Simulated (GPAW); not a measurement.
The system is ScF3.

```
Sc F
1.0
     4.01245    0.00000    0.00000
     0.00000    4.01245    0.00000
     0.00000    0.00000    4.01245
Sc F
1 3
Direct
  0.00000 0.00000 0.00000
  0.00000 0.00000 0.50000
  0.00000 0.50000 0.00000
  0.50000 0.00000 0.00000
```

Base run:

```yaml
Program: GPAW 26.7.0
Functional: PBEsol
Potentials_or_basis: PAW data sets generated in the run's folder for this functional
Cutoff: 800 eV
Basis: pw
k_mesh: 7 × 7 × 7
Occupations: fermi-dirac, width 0.05 eV
Spin: no spin polarisation
Hubbard_terms: Sc d U = 1 eV
```

Its results: band gap on the k mesh 6.61 eV, indirect (least direct gap 7.12 eV); pressure 0.5 GPa.

Problem. The run is repeated on the same cell with these changes: hubbard terms from Sc d U = 1 eV to none. What comes out?

Solution. Band gap on the k mesh 6.30 eV, indirect (least direct gap 6.80 eV); pressure -0.5 GPa.

The U term pushes filled and empty states of the shell apart.

A k mesh can miss the band edges.
